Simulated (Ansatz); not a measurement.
# SiGeH₃ (quartet): wave-function methods side by side, cc-pVTZ

How much of the correlation energy of SiGeH₃ (quartet) does each wave-function method recover here?

Method: cc-pVTZ, core rule «outside noble gas», up to 19 orbitals frozen; program: Ansatz 0.2.0, Gaussian basis.

The runs, in order: UHF; CCSD(T) on ROHF; CCSD(T) on UHF; BCCD(T) on ROHF; CCSDT(Q) on ROHF; CCSDT(Q) on UHF; CASSCF and NEVPT2, 11 electrons in 11 orbitals.

3 further runs of the same task are left out: 3 set aside as unsound or not needed.

### 1 The geometry

The geometry is a PBE0/def2-TZVP stationary point (not a proven minimum) of the parent state, kept for this charge and spin. No spin-orbit coupling is included. The filled d shell of Ge may be among the frozen orbitals whatever the setting's name suggests; the logs give the count.

5 atoms, charge 0, spin multiplicity 4.

Atoms are counted from 1 here; the program's logs count them from 0.

Bond lengths: Si1–Ge2 2.440 Å, Si1–H3 1.499 Å, Si1–H4 1.492 Å, Si1–H5 1.492 Å. Angles: Ge2–Si1–H3 101.6°, Ge2–Si1–H4 116.0°, Ge2–Si1–H5 116.0°, H3–Si1–H4 107.3°, H3–Si1–H5 107.3°, H4–Si1–H5 107.7°.

### 2 UHF

File in.yaml:

```yaml
crystal:
  periodic: [false, false, false]
  atoms:
    - {symbol: Si, position_ang: [-0.005941, 0.000000, 1.692878]}
    - {symbol: Ge, position_ang: [-0.001466, 0.000000, -0.747359]}
    - {symbol: H, position_ang: [1.461722, -0.000031, 1.996378]}
    - {symbol: H, position_ang: [-0.595235, 1.204279, 2.346671]}
    - {symbol: H, position_ang: [-0.595286, -1.204254, 2.346671]}
basis:
  gaussian: {orbitals: cc-pVTZ}
magnetization: {spin_polarized: true, initial_magnetization: 3}
hamiltonian: {xc: hf}
output: {orbitals: {seedname: orbitals}}
```

Run with:

```
$ ansatz run in.yaml --threads 1 --pin off --events-out ev --progress --plain --max-ram 2816MiB --backend cpu
```

Further steps of the session: CCSD(T) on ROHF; CCSD(T) on UHF; BCCD(T) on ROHF; CCSDT(Q) on ROHF; CCSDT(Q) on UHF; CASSCF and NEVPT2, 11 electrons in 11 orbitals.

**Question.** What will the summary of the whole plan be? Wanted: UCCSDT(Q) below the RHF energy; RMP2 from UCCSDT(Q); UMP2 from UCCSDT(Q); RCCSD from UCCSDT(Q); RCCSD(T) from UCCSDT(Q); UCCSD(T) from UCCSDT(Q); RCCSDT(Q) from UCCSDT(Q); NEVPT2 valence from UCCSDT(Q); T1 diagnostic.

As calculated:

| quantity | value |
| --- | --- |
| UCCSDT(Q) below the RHF energy | -6.3492 eV |
| RMP2 from UCCSDT(Q) | +1278.4 meV |
| UMP2 from UCCSDT(Q) | +1267.6 meV |
| RCCSD from UCCSDT(Q) | +288.9 meV |
| RCCSD(T) from UCCSDT(Q) | +67.3 meV |
| UCCSD(T) from UCCSDT(Q) | +48.6 meV |
| RCCSDT(Q) from UCCSDT(Q) | +19.5 meV |
| NEVPT2 valence from UCCSDT(Q) | +1367.0 meV |
| levels within 1 kcal/mol (43 meV) | RCCSDT, UCCSDT, RCCSDT(Q) |
| T1 diagnostic | 0.025 |
| effectively unpaired electrons | 3.02 |

What this shows: RCCSD(T) lands +67.3 meV from the yardstick (1.1 % of the correlation energy). One determinant dominates. These misses are within one basis, not against nature; the frozen cores of restricted and unrestricted runs differ, which can shift their rows.
